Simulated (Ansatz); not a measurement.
What does this script print? It uses Ansatz's Python interface.

Input file `scf.yaml`:
```yaml
crystal:
  lattice:
    - [0.0, 5.181155, 5.181155]
    - [5.181155, 0.0, 5.181155]
    - [5.181155, 5.181155, 0.0]
  atoms:
    - { symbol: Rb, position: [0.0, 0.0, 0.0] }
    - { symbol: Ba, position: [0.25, 0.25, 0.25] }
    - { symbol: Ba, position: [0.75, 0.75, 0.75] }
    - { symbol: Ba, position: [0.5, 0.5, 0.5] }
kpoints:
  mp_grid: { grid: [4, 4, 4] }
hamiltonian:
  xc: lda
scf:
  occupations: { method: cold, width: 0.05 }
output:
  stress: true
  eigenvalues: true
```

Script `run_yaml_run.py`:
```python
"""Run a YAML input for RbBa3 from Python."""

import ansatz as az
import numpy as np

planned = az.Session.from_deck("scf.yaml").plan(threads=1, pin="off")
done = planned.execute()
rep = done.report

print("%-22s %14.5f eV" % ("F = E - TS", rep["free_energy_ev"]))
print("%-22s %14.5f eV" % ("E", rep["internal_energy_ev"]))
print("%-22s %14.5f eV" % ("Harris-Foulkes", rep["harris_foulkes_ev"]))
print("%-22s %14.5f eV" % ("Fermi level", rep["fermi_energy_ev"]))

# the stress is positive in compression
print("pressure by term (GPa)")
for term, tensor in rep["stress_terms_gpa"].items():
    if np.any(tensor):
        print(f"  {term:28s} {np.trace(np.array(tensor)) / 3:12.3f}")
print(f"  {'total':28s} {np.trace(np.array(rep['stress_gpa'])) / 3:12.3f}")

gap = None if "band_edges_ev" not in rep else rep["band_edges_ev"][1] - rep["band_edges_ev"][0]
print("gap on the k mesh:", "withheld (metal, or smearing too wide to tell)" if gap is None else f"{gap:.3f} eV")
print("lowest empty less highest filled band, by band count:", round(rep["gap_by_band_count_ev"], 3), "eV")
```

Running `python run_yaml_run.py` prints:
```text
DeckWarning: basis.ecutwfc = 420 eV, auto-derived from the records' recommended cutoffs: set by Rb (normal level)
F = E - TS               -20508.75200 eV
E                        -20508.74564 eV
Harris-Foulkes           -20508.75200 eV
Fermi level                   4.34496 eV
pressure by term (GPa)
  kinetic                           264.249
  hartree                           107.244
  ewald                            -369.562
  local_pseudopotential             -64.964
  nonlocal_pseudopotential          149.029
  augmentation                        5.953
  nlcc                             -143.714
  xc                                 50.908
  augmentation_tail                   0.000
  scf_correction                     -0.001
  pulay_correction                    0.001
  total                              -0.855
gap on the k mesh: withheld (metal, or smearing too wide to tell)
lowest empty less highest filled band, by band count: -1.061 eV
```
(Warnings from the package without file and line, repeats left out.)

Reading the output:
- Total energies depend on the potentials; only differences at equal settings carry meaning. A total without «per atom» is that of the cell as typed.
- For a metal this k-point mesh is coarse: on a finer one energies can move by several to tens of meV an atom and pressures by half a GPa or more, differences at one mesh by less.
- The zero of the levels is a convention of the potentials, so an absolute Fermi energy is no work function.
- A gap by band count of zero or less means overlapping bands, a metal, and at an odd count of electrons it is no gap at all.
- Pressure is positive in compression.
- This cell is a computed structure, which may not be the phase found in nature.
- Levels are Kohn-Sham eigenvalues on this mesh, without spin-orbit coupling.
- It ran for 4 s on 1 thread of Arm Neoverse V2 (shared host), peak memory 0.47 GiB.

(Lines on the test bed's own set-up are left out of the output.)
